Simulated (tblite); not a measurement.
# ClFH6OSSi3: the cost of one run

Computed with tblite 0.8.0 and PySCF 2.14.0; each step states its level. No surroundings beyond the atoms listed, unless a continuum is named. Atoms count from 0, parts from 1.

### Step 1. Starting point

13 atoms, charge 0, multiplicity 1; geometry: distance geometry start.

### Step 2. Relaxing the cluster with GFN2-xTB

What the job is given:

```
{"job": {"kind": "relax", "xc": "GFN2-xTB", "basis": "xTB"}, "charge": 0, "multiplicity": 1}
Si    -2.053504     0.962900    -1.596252
O     -1.655052     2.466605    -0.688797
Si    -1.559674     2.557942     1.048624
Cl    -1.835646     1.335764    -3.676746
S     -0.684123    -0.588285    -1.010066
Si     0.341343    -0.674990     0.885187
F     -3.612267     0.506816    -1.277270
H     -0.448652     3.395040     1.390070
H     -2.760651     3.168822     1.548463
H     -1.393511     1.283523     1.605943
H     -0.523668    -1.305802     1.856853
H      0.660469     0.609504     1.312970
H      1.519822    -1.454346     0.770466
```

With the program's defaults for keys left out, this is: GFN2-xTB geometry optimisation, gas phase.

Started as:

```console
> OMP_NUM_THREADS=1 python cluster_run.py task.json out
```

The driver reads the jobs from task.json and runs them one after another.

**Question.** How long does this first job take on 1 thread of Arm Neoverse V1, shared host?

About 6.5 s.
